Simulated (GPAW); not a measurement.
# GaCl2F (SMILES [F][Ga]([Cl])[Cl]): LDA (PW92)/sz(dzp) (scalar-relativistic datasets)

Wanted: ionisation energies of GaCl2F. Input form: an ASE script.

The calculation is run with GPAW 26.7.0.

1 further run of the same task is left out (set aside as unsound or not needed). Runs told in other sessions of the task aren't counted.

## (1) The system as given

The species is GaCl2F (4 atoms), meant as a singlet with charge 0. SMILES: `[F][Ga]([Cl])[Cl]`. Geometry: a GFN2-xTB relaxation, a rough one for these elements and not checked as a minimum.

Bond lengths: Ga1–Cl2 2.076 Å, Ga1–Cl3 2.076 Å, Ga1–F4 1.767 Å. Angles: Cl2–Ga1–Cl3 131.5°, Cl2–Ga1–F4 114.2°, Cl3–Ga1–F4 114.2°.

## (2) Ionisation energies at LDA (PW92)/sz(dzp) (scalar-relativistic datasets)

Input file mol.py:

```python
from ase.io.zmatrix import parse_zmatrix
from gpaw import GPAW

# Geometry
zmat = """
Ga
Cl 1 r2
Cl 1 r3 2 a3
F 1 r4 3 a4 2 d4
"""
values = dict(r2=2.076277, r3=2.075739, a3=131.53782, r4=1.767306, a4=114.24715, d4=-179.97237)
atoms = parse_zmatrix(zmat, defs=values)
atoms.center(vacuum=4.5)

energies = {}
for name, charge, unpaired in [('neutral', 0, 0), ('oxidised', 1, 1)]:
    atoms.set_initial_magnetic_moments([unpaired / len(atoms)] * len(atoms))
    dft = GPAW(mode='lcao',
               basis='sz(dzp)',
               h=0.25,
               xc='LDA',
               charge=charge,
               occupations={'name': 'fermi-dirac', 'width': 0.0, 'fixmagmom': unpaired > 0},
               maxiter=100,
               symmetry='off',
               txt='-')
    atoms.calc = dft
    energies[name] = atoms.get_potential_energy()
    print(f'{name:10} {energies[name]:12.5f} eV')

ip = energies['oxidised'] - energies['neutral']
print(f'Vertical IP: {ip:.3f} eV')
```

Launch:

```bash
$ python3 -u mol.py | tee mol.out
```

Output:

```text
[...]
Number of symmetries: 1
[...]
  Number of IBZ points: 1
[...]
basis functions: 16
Spin-components: 1 (collinear spins)
Bands:           16
[...]
  Valence electrons: 24.0
[...]
  Grid points: [48 48 36]
  Charge: 0.0  # |e|
[...]
    cutoffs:
[...]
occupation numbers:
  # Zero width
[...]
xc functional:
  name: None
[...]
|iter     |     time |      energy | eigst |  dens |
[...]
|iter:   1| 00:00:02 |  -11.234865 |      c|       |
[...]
Converged in 9 steps
[...]
dipole moment: (0.060054, 0.134253, 0.000227)  # |e|*Ang
Fermi level: -5.733
[...]
|iter:  33| 00:00:14 |    2.969791c|      c| -4.20c|  +1.0000|
Converged in 33 steps
[...]
Energy contributions relative to reference atoms: (reference = -80545.274162)
Energy contributions:
  Kinetic:          12.557081
  Coulomb:          -5.920874
  Zero:              1.490360
  External:          0.000000
  Xc:               -5.156776
  Entropy:           0.000000
  Spinorbit:         0.000000
  ----------------------------
  Free energy:       2.969791
  Extrapolated:      2.969791
[...]
Total magnetic moment: (0.000000, 0.000000, 0.999985)
Local magnetic moments
|        x |        y |         z |
|----------|----------|-----------|
| 0.000000 | 0.000000 | -0.011826 |  # Ga   0
| 0.000000 | 0.000000 |  0.159539 |  # Cl   1
| 0.000000 | 0.000000 |  0.162078 |  # Cl   2
| 0.000000 | 0.000000 |  0.164834 |  # F    3
Fermi levels: -13.025, -15.358
Eigenvalues  # (at kpt = [0.000, 0.000, 0.000])
| band index |      eig [eV] | occ [0-1] |      eig [eV] | occ [0-1] |
|------------|---------------|-----------|---------------|-----------|
|          0 |       -35.433 |     1.000 |       -35.076 |     1.000 |
|        ... |               |           |               |           |
|          4 |       -17.507 |     1.000 |       -17.238 |     1.000 |
|          5 |       -17.197 |     1.000 |       -16.931 |     1.000 |
|          6 |       -16.475 |     1.000 |       -16.301 |     1.000 |
|          7 |       -16.274 |     1.000 |       -15.758 |     1.000 |
|          8 |       -16.065 |     1.000 |       -15.579 |     1.000 |
|          9 |       -15.942 |     1.000 |       -15.490 |     1.000 |
|         10 |       -15.698 |     1.000 |       -15.365 |     1.000 |
|         11 |       -15.556 |     1.000 |       -15.351 |     0.000 |
|         12 |       -10.699 |     0.000 |       -10.568 |     0.000 |
|         13 |        -8.852 |     0.000 |        -8.818 |     0.000 |
[...]
Gap: 4.652 eV
Transition (v -> c):
  (s=1, k=0, n=11, [0.00, 0.00, 0.00]) -> (s=0, k=0, n=12, [0.00, 0.00, 0.00])
No difference between direct/indirect transitions
vacuum-level: 0.000  # V
oxidised        2.96979 eV
Vertical IP: 11.738 eV
```

Wall time 14 s (1 thread of Arm Neoverse V1, shared host); peak memory 0.39 GiB.

## (3) Summary of results

Level: LDA (PW92)/sz(dzp) (scalar-relativistic datasets).

| quantity | value |
| --- | --- |
| first ionisation energy | 11.74 eV |
